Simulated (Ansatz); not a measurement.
# Rb7Br: the cost of one run

Computed with Ansatz 0.2.0 (DFT PBE, scalar-relativistic, plane waves, PAW, unless a step's input says otherwise).

1 further run of the same task is left out (it didn't finish).

## (1) Starting point

It takes space group Fm-3m (No. 225, cubic). Conventional cell: a = 10.756 Å, b = 10.756 Å, c = 10.756 Å, α = 90.00°, β = 90.00°, γ = 90.00°. Rb (site symmetry mmm) is surrounded by 10 Rb at 3.80 Å and 2 Br at 3.80 Å. Rb (site symmetry m-3m) is surrounded by 12 Rb at 3.80 Å. Around Br (site symmetry m-3m) lie 12 Rb at 3.80 Å.

As a file:

```xyz
8
Lattice="0.0000 5.3782 5.3782 5.3782 0.0000 5.3782 5.3782 5.3782 0.0000" Properties=species:S:1:pos:R:3 pbc="T T T"
Rb    0.0000    2.6891    2.6891
Rb    5.3782    2.6891    2.6891
Rb    2.6891    0.0000    2.6891
Rb    2.6891    5.3782    2.6891
Rb    2.6891    2.6891    0.0000
Rb    2.6891    2.6891    5.3782
Rb    5.3782    5.3782    5.3782
Br    0.0000    0.0000    0.0000
```

The cell is invented: species swapped into a database cell of Zn7Tc (Fm-3m, No. 225), with Rb on the Zn sites and Br on the Tc sites. The dimensions are guesses.

## (2) A first look at the guess

Input file input.yaml:

```yaml
crystal:
  lattice:
    - [0.0, 5.37822316, 5.37822316]
    - [5.37822316, 0.0, 5.37822316]
    - [5.37822316, 5.37822316, 0.0]
  atoms:
    - { symbol: Rb, position: [0.5, 0.0, 0.0] }
    - { symbol: Rb, position: [0.0, 0.5, 0.5] }
    - { symbol: Rb, position: [0.0, 0.5, 0.0] }
    - { symbol: Rb, position: [0.5, 0.0, 0.5] }
    - { symbol: Rb, position: [0.0, 0.0, 0.5] }
    - { symbol: Rb, position: [0.5, 0.5, 0.0] }
    - { symbol: Rb, position: [0.5, 0.5, 0.5] }
    - { symbol: Br, position: [0.0, 0.0, 0.0] }
basis:
  ecutwfc: 420
kpoints:
  mp_grid: { grid: [4, 4, 4] }
hamiltonian:
  xc: pbe
scf:
  occupations: { method: gaussian, width: 0.1 }
  lower_state_search: "off"
output:
  forces: true
  stress: true
  eigenvalues: true
```

The run is started by

```sh
ansatz run input.yaml --threads 1 --pin off --max-ram 2560MiB --backend cpu --events-out ev --progress --plain --runs-dir out
```

Q: Estimate wall time and peak memory on 1 thread of Intel Xeon at 2.50GHz (Skylake/Cascade Lake), shared host.

About 14 s, with a peak of 0.52 GiB.
